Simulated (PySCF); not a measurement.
**SnH2F (SMILES [F][SnH2]) at UMP2/STO-6G**

What is the vertical ionisation energy of SnH2F at UMP2/STO-6G? Input form: a Python script.

The calculation is run with PySCF 2.14.0.

4 further runs of the same task are left out: 4 set aside as unsound or not needed.

### 1 Starting point

SnH2F: 4 atoms, total charge 0, spin state doublet. SMILES: `[F][SnH2]`. The shape is that of a PBE0-D4/def2-TZVP optimisation.

Bond lengths: F1–Sn2 1.932 Å, Sn2–H3 1.726 Å, Sn2–H4 1.726 Å. Angles: F1–Sn2–H3 103.3°, F1–Sn2–H4 103.3°, H3–Sn2–H4 113.3°.

### 2 The energy at UMP2/STO-6G

mol.xyz

```xyz
4
FH2Sn
F     -1.552600    -0.190000     0.640700
Sn     0.028300    -0.242200    -0.468300
H      1.184100    -1.054400     0.524100
H      0.395700     1.426200    -0.716700
```

input.py

```python
from pyscf import gto, scf, mp

mol = gto.M(
    atom='mol.xyz',
    max_memory=1860,
    spin=1,
    charge=0,
    verbose=4,
    basis='sto-6g',
)

mf = scf.UHF(mol)
mf.conv_tol = 1e-10
mf.kernel()
if not mf.converged:
    mf = mf.newton().run(mf.mo_coeff, mf.mo_occ)

pt = mp.MP2(mf, frozen=19).run()
e_final = pt.e_tot
print('Final energy', e_final)
```

On the command line:

```
$ OMP_NUM_THREADS=1 python input.py
```

The log of the run:

```text
PySCF version 2.14.0

[INPUT] num. atoms = 4
[INPUT] num. electrons = 61
[INPUT] charge = 0
[INPUT] spin (= nelec alpha-beta = 2S) = 1
[INPUT] symmetry False subgroup None
[INPUT] Mole.unit = angstrom
[INPUT] Symbol           X                Y                Z      unit          X                Y                Z       unit  Magmom
[INPUT]  1 F     -1.552600000000  -0.190000000000   0.640700000000 AA   -2.933988781000  -0.359047963667   1.210747528009 Bohr   0.0
[INPUT]  2 Sn     0.028300000000  -0.242200000000  -0.468300000000 AA    0.053479249325  -0.457691667370  -0.884958744134 Bohr   0.0
[INPUT]  3 H      1.184100000000  -1.054400000000   0.524100000000 AA    2.237624704097  -1.992527225741   0.990405461885 Bohr   0.0
[INPUT]  4 H      0.395700000000   1.426200000000  -0.716700000000 AA    0.747764627490   2.695127398855  -1.354366713476 Bohr   0.0

nuclear repulsion = 157.420770927441
number of shells = 16
number of NR pGTOs = 204
number of NR cGTOs = 34
basis = sto-6g
ecp = {}

******** <class 'pyscf.scf.uhf.UHF'> ********
method = UHF
initial guess = minao
damping factor = 0
level_shift factor = 0
DIIS = <class 'pyscf.scf.diis.CDIIS'>
diis_start_cycle = 1
diis_space = 8
diis_damp = 0
SCF conv_tol = 1e-10
SCF conv_tol_grad = None
SCF max_cycles = 50
direct_scf = True
direct_scf_tol = 1e-13
number electrons alpha = 31  beta = 30
Set gradient conv threshold to 1e-05
init E= -6079.50354787032
[... the frontier-level lines of each cycle are left out ...]

cycle= 1 E= -6094.33900400893  delta_E= -14.8  |g|= 0.268  |ddm|= 1.65
cycle= 2 E= -6094.41702134939  delta_E= -0.078  |g|= 0.0559  |ddm|= 0.612
cycle= 3 E= -6094.42151738538  delta_E= -0.0045  |g|= 0.02  |ddm|= 0.134
cycle= 4 E= -6094.4224783266  delta_E= -0.000961  |g|= 0.00929  |ddm|= 0.0626
cycle= 5 E= -6094.42276794932  delta_E= -0.00029  |g|= 0.00391  |ddm|= 0.044
cycle= 6 E= -6094.42282344177  delta_E= -5.55e-05  |g|= 0.00169  |ddm|= 0.0208
cycle= 7 E= -6094.4228360456  delta_E= -1.26e-05  |g|= 0.000637  |ddm|= 0.0116
cycle= 8 E= -6094.42283788148  delta_E= -1.84e-06  |g|= 0.000308  |ddm|= 0.00439
cycle= 9 E= -6094.42283835509  delta_E= -4.74e-07  |g|= 0.000166  |ddm|= 0.00202
cycle= 10 E= -6094.42283852573  delta_E= -1.71e-07  |g|= 2.15e-05  |ddm|= 0.00192
cycle= 11 E= -6094.42283852705  delta_E= -1.32e-09  |g|= 8.1e-06  |ddm|= 0.000113
cycle= 12 E= -6094.42283852724  delta_E= -1.92e-10  |g|= 2.28e-06  |ddm|= 4.04e-05
cycle= 13 E= -6094.42283852726  delta_E= -1.64e-11  |g|= 1.01e-06  |ddm|= 1.03e-05
Extra cycle  E= -6094.42283852726  delta_E= -2.73e-12  |g|= 6.39e-07  |ddm|= 2.47e-06
converged SCF energy = -6094.42283852726  <S^2> = 0.75396311  2S+1 = 2.0039592

******** <class 'pyscf.mp.ump2.UMP2'> ********
nocc = (np.int64(12), np.int64(11)), nmo = (15, 15)
frozen orbitals 19
E(UMP2) = -6094.46854806579  E_corr = -0.0457095385344631
E(SCS-UMP2) = -6094.47439275147  E_corr = -0.051554224208643
E_corr(same-spin) = -0.00380448696082239
E_corr(oppo-spin) = -0.0419050515736407
Final energy -6094.4685480657945
```

Run time: 3.9 s. Hardware: 1 thread of Arm Neoverse N1, shared host; peak memory 0.12 GiB.

### 3 The singlet cation

input.xyz

```xyz
4

F     -1.552600    -0.190000     0.640700
Sn     0.028300    -0.242200    -0.468300
H      1.184100    -1.054400     0.524100
H      0.395700     1.426200    -0.716700
```

input.py

```python
from pyscf import gto, scf, mp

system = gto.M(
    atom='input.xyz',
    verbose=3,
    max_memory=1860,
    basis='sto-6g',
    charge=1,
)

mf = scf.RHF(system)
mf.conv_tol = 1e-10
mf.kernel()
if not mf.converged:
    mf = mf.newton().run(mf.mo_coeff, mf.mo_occ)

pt = mp.MP2(mf, frozen=19).run()
e_tot = pt.e_tot
print('E(%s) = %.9f' % ('MP2', e_tot))
```

On the command line:

```
$ OMP_NUM_THREADS=1 python input.py
```

The log of the run:

```text
converged SCF energy = -6094.21107144583
E(RMP2) = -6094.27851911226  E_corr = -0.0674476664222335
E(SCS-RMP2) = -6094.28471904712  E_corr = -0.0736476012906368
E(MP2) = -6094.278519112
```

It took 3.6 s on 1 thread of Arm Neoverse N1, shared host; peak memory 0.12 GiB.

### 4 Outcome

At UMP2/STO-6G, 19 core orbitals frozen:

| quantity | value |
| --- | --- |
| doublet SnH2F: total energy | -6094.46855 Eh |
| doublet SnH2F: dipole moment (Hartree–Fock density) | 2.21 D |
| doublet SnH2F: HOMO energy (Hartree–Fock orbitals) (highest over α and β) | -6.02 eV |
| doublet SnH2F: LUMO energy (Hartree–Fock orbitals) (lowest over α and β) | 4.62 eV |
| doublet SnH2F: correlation energy (19 core orbitals frozen) | -45.7 mEh |
| doublet SnH2F: ⟨S²⟩ of the reference determinant | 0.754 |
| singlet cation: total energy | -6094.27852 Eh |
| singlet cation: HOMO energy (Hartree–Fock orbitals) | -17.05 eV |
| singlet cation: LUMO energy (Hartree–Fock orbitals) | -5.43 eV |
| singlet cation: HOMO–LUMO gap (Hartree–Fock orbitals) | 11.62 eV |
| singlet cation: correlation energy (19 core orbitals frozen) | -67.4 mEh |
| vertical ionisation energy (to the singlet cation) | 5.171 eV |

In words: Removing an electron at fixed nuclei costs 5.17 eV (119 kcal/mol). Only the singlet of the ionised species was computed; a triplet could lie lower. In a minimal basis such a difference can be off by several eV, whatever the method. Relativity is left out (doublet SnH2F) although the molecule holds a heavy atom. Relativity is left out (singlet cation) although the molecule holds a heavy atom.
